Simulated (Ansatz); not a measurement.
Born–Oppenheimer molecular dynamics of a periodic cell of 15 atoms, La3In9CO2 (surface LaIn3(111), adsorbate CO2, incident energy 1.5 eV, 20° from the normal). It starts from an unrelaxed structure (largest force component 1.50 eV/Å).

Method: Ansatz, DFT LDA, scalar-relativistic, plane waves, PAW. Settings: accuracy low, cutoff 420 eV, k mesh 2x2x1, fermi-dirac smearing 0.15 eV, no spin polarisation.

- ensemble: NVE (velocity Verlet)
- time step: 1 fs
- steps asked: 180
- starting velocities: zero, but for any typed in the input
- atoms held: 1 to 4
- seed: 213881

Frames 5 fs apart, positions in Å, forces in eV/Å.

Velocities at 100.0 fs (Å/ps):

```
La 0.00 0.00 0.00
In 0.00 0.00 0.00
In 0.00 0.00 0.00
In 0.00 0.00 0.00
La 0.00 0.00 0.68
In 0.00 -0.04 -0.23
In -0.03 0.01 -0.22
In 0.04 0.02 -0.23
La 0.03 0.03 -0.48
In 0.02 -2.19 -0.62
In -1.83 1.15 -0.58
In 1.81 1.13 -0.53
C 8.79 -0.40 -26.14
O 6.94 -4.09 -25.77
O 10.32 3.75 -24.03
```

```xyz
15
Lattice="6.7515 0.0000 0.0000 3.3758 5.8470 0.0000 0.0000 0.0000 19.5126" Properties=species:S:1:pos:R:3:forces:R:3 time_fs=100.0 energy_less_start_eV=-0.253 T=1232
La 0.000 0.000 1.000 0.00 -0.01 0.08
In 3.376 0.000 1.000 0.00 0.41 0.08
In 1.688 2.924 1.000 0.35 -0.21 0.08
In 5.064 2.924 1.000 -0.35 -0.20 0.07
La 6.752 3.898 3.775 0.00 0.00 0.23
In 3.376 3.897 3.750 0.00 -0.02 -0.07
In 5.063 0.975 3.751 -0.01 0.00 -0.07
In 1.689 0.975 3.750 0.02 0.01 -0.07
La 3.377 1.950 6.482 0.02 0.01 0.01
In 6.752 1.811 6.483 0.01 0.02 -0.08
In 4.947 4.943 6.484 0.04 0.01 -0.06
In 8.556 4.943 6.485 -0.04 0.00 -0.04
C 4.251 -0.132 10.297 0.01 0.02 1.00
O 4.551 1.003 10.349 -0.33 -1.04 -0.59
O 3.948 -1.258 10.413 0.30 1.00 -0.56
15
Lattice="6.7515 0.0000 0.0000 3.3758 5.8470 0.0000 0.0000 0.0000 19.5126" Properties=species:S:1:pos:R:3:forces:R:3 time_fs=105.0 energy_less_start_eV=-0.271 T=1245
La 0.000 0.000 1.000 0.00 -0.01 0.08
In 3.376 0.000 1.000 0.00 0.41 0.09
In 1.688 2.924 1.000 0.35 -0.21 0.08
In 5.064 2.924 1.000 -0.35 -0.20 0.07
La 6.752 3.898 3.779 0.00 0.00 0.24
In 3.376 3.897 3.749 0.00 -0.02 -0.08
In 5.063 0.975 3.749 -0.02 0.00 -0.07
In 1.689 0.975 3.749 0.02 0.01 -0.08
La 3.377 1.950 6.480 0.02 0.01 0.01
In 6.752 1.800 6.480 0.01 0.07 -0.08
In 4.938 4.949 6.481 0.07 -0.02 -0.06
In 8.565 4.948 6.482 -0.08 -0.03 -0.05
C 4.295 -0.134 10.175 0.02 0.04 0.67
O 4.585 0.980 10.216 0.30 1.37 -0.51
O 4.000 -1.238 10.289 -0.34 -1.43 -0.31
15
Lattice="6.7515 0.0000 0.0000 3.3758 5.8470 0.0000 0.0000 0.0000 19.5126" Properties=species:S:1:pos:R:3:forces:R:3 time_fs=110.0 energy_less_start_eV=-0.290 T=1259
La 0.000 0.000 1.000 0.00 -0.01 0.07
In 3.376 0.000 1.000 0.00 0.41 0.09
In 1.688 2.924 1.000 0.35 -0.20 0.08
In 5.064 2.924 1.000 -0.35 -0.20 0.07
La 6.752 3.898 3.783 0.00 0.00 0.25
In 3.376 3.896 3.747 0.00 -0.02 -0.08
In 5.062 0.975 3.748 -0.02 0.00 -0.08
In 1.689 0.975 3.748 0.02 0.01 -0.08
La 3.377 1.950 6.478 0.03 0.01 0.02
In 6.752 1.789 6.476 0.01 0.12 -0.08
In 4.929 4.955 6.478 0.11 -0.04 -0.06
In 8.574 4.954 6.480 -0.12 -0.06 -0.07
C 4.340 -0.135 10.068 -0.01 -0.03 0.34
O 4.622 0.976 10.075 0.44 1.98 -0.37
O 4.048 -1.236 10.160 -0.47 -1.96 -0.11
15
Lattice="6.7515 0.0000 0.0000 3.3758 5.8470 0.0000 0.0000 0.0000 19.5126" Properties=species:S:1:pos:R:3:forces:R:3 time_fs=115.0 energy_less_start_eV=-0.349 T=1300
La 0.000 0.000 1.000 0.00 0.00 0.07
In 3.376 0.000 1.000 0.00 0.41 0.09
In 1.688 2.924 1.000 0.34 -0.20 0.08
In 5.064 2.924 1.000 -0.34 -0.20 0.08
La 6.752 3.898 3.787 0.00 0.00 0.26
In 3.376 3.896 3.746 0.00 -0.02 -0.08
In 5.062 0.975 3.747 -0.02 0.01 -0.08
In 1.689 0.975 3.746 0.02 0.01 -0.09
La 3.377 1.951 6.475 0.04 0.01 0.03
In 6.753 1.778 6.473 0.02 0.17 -0.08
In 4.920 4.960 6.475 0.15 -0.07 -0.05
In 8.582 4.960 6.477 -0.15 -0.09 -0.08
C 4.384 -0.136 9.966 -0.04 0.04 -0.01
O 4.666 0.997 9.928 -0.16 -0.38 -0.11
O 4.090 -1.260 10.030 0.15 0.34 -0.02
15
Lattice="6.7515 0.0000 0.0000 3.3758 5.8470 0.0000 0.0000 0.0000 19.5126" Properties=species:S:1:pos:R:3:forces:R:3 time_fs=120.0 energy_less_start_eV=-0.308 T=1272
La 0.000 0.000 1.000 0.00 0.00 0.07
In 3.376 0.000 1.000 0.00 0.40 0.09
In 1.688 2.924 1.000 0.34 -0.20 0.08
In 5.064 2.924 1.000 -0.34 -0.20 0.08
La 6.752 3.898 3.792 0.00 0.00 0.26
In 3.376 3.896 3.744 0.00 -0.02 -0.08
In 5.062 0.975 3.745 -0.02 0.01 -0.09
In 1.690 0.975 3.744 0.02 0.01 -0.09
La 3.377 1.951 6.473 0.05 0.01 0.04
In 6.753 1.768 6.469 0.02 0.22 -0.08
In 4.912 4.966 6.472 0.19 -0.09 -0.05
In 8.591 4.965 6.474 -0.18 -0.12 -0.11
C 4.427 -0.137 9.865 -0.07 0.04 -0.51
O 4.707 1.014 9.781 -0.58 -2.04 0.24
O 4.133 -1.280 9.899 0.58 2.00 0.15
15
Lattice="6.7515 0.0000 0.0000 3.3758 5.8470 0.0000 0.0000 0.0000 19.5126" Properties=species:S:1:pos:R:3:forces:R:3 time_fs=125.0 energy_less_start_eV=-0.333 T=1289
La 0.000 0.000 1.000 0.00 0.00 0.06
In 3.376 0.000 1.000 0.00 0.40 0.09
In 1.688 2.924 1.000 0.34 -0.20 0.08
In 5.064 2.924 1.000 -0.34 -0.20 0.08
La 6.752 3.898 3.797 0.00 0.00 0.26
In 3.376 3.895 3.742 -0.01 -0.02 -0.09
In 5.062 0.975 3.743 -0.03 0.01 -0.10
In 1.690 0.975 3.743 0.02 0.01 -0.10
La 3.378 1.951 6.471 0.06 0.01 0.05
In 6.753 1.758 6.465 0.03 0.27 -0.08
In 4.904 4.971 6.468 0.23 -0.12 -0.04
In 8.599 4.970 6.470 -0.21 -0.17 -0.16
C 4.469 -0.137 9.754 -0.08 -0.01 -0.75
O 4.740 1.003 9.636 -0.37 -1.10 0.34
O 4.185 -1.274 9.771 0.35 1.12 0.34
15
Lattice="6.7515 0.0000 0.0000 3.3758 5.8470 0.0000 0.0000 0.0000 19.5126" Properties=species:S:1:pos:R:3:forces:R:3 time_fs=130.0 energy_less_start_eV=-0.318 T=1279
La 0.000 0.000 1.000 0.00 0.00 0.06
In 3.376 0.000 1.000 0.00 0.39 0.09
In 1.688 2.924 1.000 0.33 -0.19 0.09
In 5.064 2.924 1.000 -0.33 -0.20 0.08
La 6.752 3.898 3.803 0.00 0.00 0.26
In 3.376 3.895 3.740 -0.01 -0.02 -0.09
In 5.061 0.975 3.741 -0.03 0.01 -0.10
In 1.690 0.976 3.740 0.02 0.01 -0.10
La 3.378 1.951 6.468 0.07 0.01 0.05
In 6.753 1.749 6.462 0.04 0.32 -0.09
In 4.896 4.976 6.465 0.27 -0.14 -0.04
In 8.606 4.974 6.466 -0.23 -0.21 -0.24
C 4.510 -0.137 9.628 -0.06 -0.04 -0.58
O 4.768 0.978 9.497 0.20 1.53 0.13
O 4.241 -1.252 9.647 -0.29 -1.46 0.47
15
Lattice="6.7515 0.0000 0.0000 3.3758 5.8470 0.0000 0.0000 0.0000 19.5126" Properties=species:S:1:pos:R:3:forces:R:3 time_fs=135.0 energy_less_start_eV=-0.287 T=1257
La 0.000 0.000 1.000 -0.01 0.00 0.05
In 3.376 0.000 1.000 0.00 0.39 0.10
In 1.688 2.924 1.000 0.33 -0.19 0.09
In 5.064 2.924 1.000 -0.33 -0.20 0.09
La 6.752 3.898 3.809 0.00 0.00 0.26
In 3.376 3.894 3.738 -0.01 -0.02 -0.09
In 5.061 0.975 3.739 -0.04 0.01 -0.11
In 1.691 0.976 3.738 0.02 0.01 -0.10
La 3.379 1.952 6.466 0.08 0.01 0.04
In 6.754 1.741 6.457 0.06 0.37 -0.11
In 4.889 4.981 6.461 0.31 -0.16 -0.03
In 8.613 4.979 6.462 -0.24 -0.27 -0.35
C 4.549 -0.138 9.491 -0.05 -0.07 -0.41
O 4.799 0.973 9.359 0.28 2.20 0.05
O 4.294 -1.250 9.531 -0.42 -2.08 0.52
15
Lattice="6.7515 0.0000 0.0000 3.3758 5.8470 0.0000 0.0000 0.0000 19.5126" Properties=species:S:1:pos:R:3:forces:R:3 time_fs=140.0 energy_less_start_eV=-0.304 T=1268
La 0.000 0.000 1.000 -0.01 0.00 0.04
In 3.376 0.000 1.000 0.00 0.38 0.10
In 1.688 2.924 1.000 0.32 -0.19 0.09
In 5.064 2.924 1.000 -0.32 -0.20 0.09
La 6.752 3.898 3.816 -0.01 0.00 0.25
In 3.375 3.894 3.735 -0.01 -0.02 -0.09
In 5.060 0.975 3.736 -0.04 0.02 -0.11
In 1.691 0.976 3.735 0.02 0.02 -0.10
La 3.380 1.952 6.465 0.10 0.00 0.05
In 6.754 1.733 6.453 0.09 0.42 -0.14
In 4.883 4.985 6.457 0.34 -0.18 -0.01
In 8.620 4.982 6.457 -0.25 -0.33 -0.48
C 4.587 -0.141 9.345 -0.05 -0.06 -0.36
O 4.833 0.998 9.223 -0.31 -0.19 0.29
O 4.341 -1.275 9.422 0.10 0.33 0.38
15
Lattice="6.7515 0.0000 0.0000 3.3758 5.8470 0.0000 0.0000 0.0000 19.5126" Properties=species:S:1:pos:R:3:forces:R:3 time_fs=145.0 energy_less_start_eV=-0.210 T=1203
La 0.000 0.000 1.000 -0.01 0.00 0.03
In 3.376 0.000 1.000 0.00 0.38 0.10
In 1.688 2.924 1.000 0.32 -0.18 0.09
In 5.064 2.924 1.000 -0.32 -0.19 0.09
La 6.752 3.898 3.823 -0.01 0.00 0.24
In 3.375 3.893 3.733 -0.01 -0.02 -0.09
In 5.060 0.976 3.733 -0.05 0.02 -0.11
In 1.692 0.976 3.733 0.02 0.02 -0.10
La 3.381 1.952 6.463 0.13 -0.02 0.07
In 6.755 1.726 6.448 0.14 0.48 -0.18
In 4.877 4.989 6.454 0.37 -0.20 0.00
In 8.625 4.985 6.451 -0.25 -0.39 -0.65
C 4.624 -0.144 9.192 -0.04 -0.03 -0.26
O 4.862 1.020 9.091 -0.72 -1.87 0.50
O 4.390 -1.297 9.319 0.41 2.02 0.26
15
Lattice="6.7515 0.0000 0.0000 3.3758 5.8470 0.0000 0.0000 0.0000 19.5126" Properties=species:S:1:pos:R:3:forces:R:3 time_fs=150.0 energy_less_start_eV=-0.164 T=1170
La 0.000 0.000 1.000 -0.01 0.00 0.02
In 3.376 0.000 1.000 -0.01 0.38 0.11
In 1.688 2.924 1.000 0.31 -0.18 0.10
In 5.064 2.924 1.000 -0.31 -0.19 0.09
La 6.752 3.898 3.831 -0.02 0.00 0.23
In 3.375 3.893 3.730 -0.01 -0.02 -0.09
In 5.059 0.976 3.730 -0.05 0.02 -0.11
In 1.692 0.977 3.730 0.02 0.02 -0.10
La 3.382 1.952 6.461 0.16 -0.05 0.08
In 6.756 1.720 6.443 0.19 0.52 -0.23
In 4.873 4.993 6.450 0.39 -0.21 0.00
In 8.631 4.987 6.444 -0.23 -0.47 -0.86
C 4.661 -0.148 9.034 -0.02 0.00 -0.17
O 4.881 1.018 8.966 -0.64 -1.10 0.53
O 4.444 -1.291 9.220 0.21 1.27 0.40
15
Lattice="6.7515 0.0000 0.0000 3.3758 5.8470 0.0000 0.0000 0.0000 19.5126" Properties=species:S:1:pos:R:3:forces:R:3 time_fs=155.0 energy_less_start_eV=-0.086 T=1115
La 0.000 0.000 1.000 0.00 0.00 0.00
In 3.376 0.000 1.000 -0.01 0.37 0.11
In 1.688 2.924 1.000 0.31 -0.18 0.10
In 5.064 2.924 1.000 -0.30 -0.18 0.09
La 6.752 3.898 3.839 -0.03 0.01 0.22
In 3.375 3.892 3.727 0.00 -0.02 -0.09
In 5.058 0.976 3.727 -0.06 0.02 -0.11
In 1.693 0.977 3.727 0.03 0.02 -0.10
La 3.383 1.952 6.459 0.19 -0.08 0.10
In 6.758 1.716 6.438 0.26 0.57 -0.29
In 4.869 4.996 6.446 0.41 -0.22 0.00
In 8.636 4.989 6.435 -0.21 -0.56 -1.14
C 4.697 -0.152 8.872 -0.04 -0.13 -0.32
O 4.891 1.001 8.849 -0.31 1.25 0.52
O 4.501 -1.267 9.127 -0.22 -0.86 0.89
```

Of the whole run (180 fs, mean temperature of the second half 1171 K): The conserved energy stayed within 0.095 meV per atom of its start (net change -0.078 meV per atom), so the integration is sound. A run of 0.18 ps of so small a system gives no equilibrium averages. Limits of this set-up: coarse k mesh, slab without dipole correction, no dispersion correction for a molecule that may bind weakly, low accuracy level.

The run took 21 min on 2 threads of Arm Neoverse V2, with other jobs on the host, peak memory 1.6 GiB.
